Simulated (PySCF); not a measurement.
# A gas-phase reaction: AlClH4N2 + H2O → AlH5N2O + ClH

Aim: the reaction energy of `[NH2][Al]([NH2])[Cl]` + `O` → `[NH2][Al]([NH2])[OH]` + `Cl`.

Computed with PySCF 2.14.0; each step states its level. No surroundings beyond the atoms listed, unless a continuum is named. Atoms count from 0, parts from 1.

## 1. Starting point

Each species was relaxed by itself at PBE0-D3(BJ)/def2-SVPD.

## 2. Energies of the species: wB97M-D3(BJ)/def2-TZVPD

What the job is given:

```
{"job": {"kind": "react", "xc": "wB97M-D3(BJ)", "basis": "def2-TZVPD"}, "charge": 0, "multiplicity": 1}
-1 AlClH4N2 charge 0 multiplicity 1
N      0.435960    -1.536960     0.037160
Al    -0.112220     0.065590    -0.471950
N     -0.276410     1.445310     0.622420
Cl    -0.599280     0.351100    -2.509500
H      0.522200    -2.324260    -0.591300
H      0.712810    -1.797860     0.973620
H     -0.091550     1.437630     1.616000
H     -0.586830     2.360180     0.324490

-1 H2O charge 0 multiplicity 1
O      0.004180     0.388770    -0.021700
H      0.760760    -0.202420     0.013450
H     -0.764950    -0.186310     0.008220

+1 AlH5N2O charge 0 multiplicity 1
N      1.304060     1.019370     0.465280
Al    -0.015920     0.076270    -0.248810
N     -0.926240    -1.115670     0.705820
O     -0.349790     0.383220    -1.902260
H      1.835900     1.710920    -0.045000
H      1.630970     0.952490     1.418510
H     -0.771390    -1.308050     1.686190
H     -1.681140    -1.689310     0.356440
H     -1.027380    -0.027800    -2.434950

+1 ClH charge 0 multiplicity 1
Cl     0.644450    -0.003380    -0.021480
H     -0.643260     0.004930     0.013670
```

Method: wB97M-D3(BJ)/def2-TZVPD reaction energy of separated species, gas phase.

Launch:

```
$ OMP_NUM_THREADS=1 python cluster_run.py task.json out
```

This one command runs all jobs of the session in turn.

**Question.** The jobs that follow are: PBE0-D3(BJ)/def2-TZVPD reaction energy of separated species, gas phase. Predict: reaction energy (wB97M-D3(BJ)/def2-TZVPD); ΔH, ΔG at 298 K (xTB thermal terms). Thermal terms come from harmonic xTB runs on each species.

**Answer**, as computed:

| quantity | value |
| --- | --- |
| reaction energy (wB97M-D3(BJ)/def2-TZVPD) | 9.01 kcal/mol |
| ΔH, ΔG at 298 K (xTB thermal terms) | +6.9, +6.6 kcal/mol |
| range of the reaction energy over the runs of this table | 9.01 to 10.37 kcal/mol |

What this shows: The reaction is endothermic by 6.9 kcal/mol in the gas phase; dispersion gives +0.17, and xTB itself gave 3.24 for the electronic energy (xTB energies and thermal terms come from the earlier relaxation of each species, not shown). No barrier was sought. The reaction energy runs from 9.01 (wB97M-D3(BJ)/def2-TZVPD) to 10.37 kcal/mol (PBE0-D3(BJ)/def2-TZVPD).
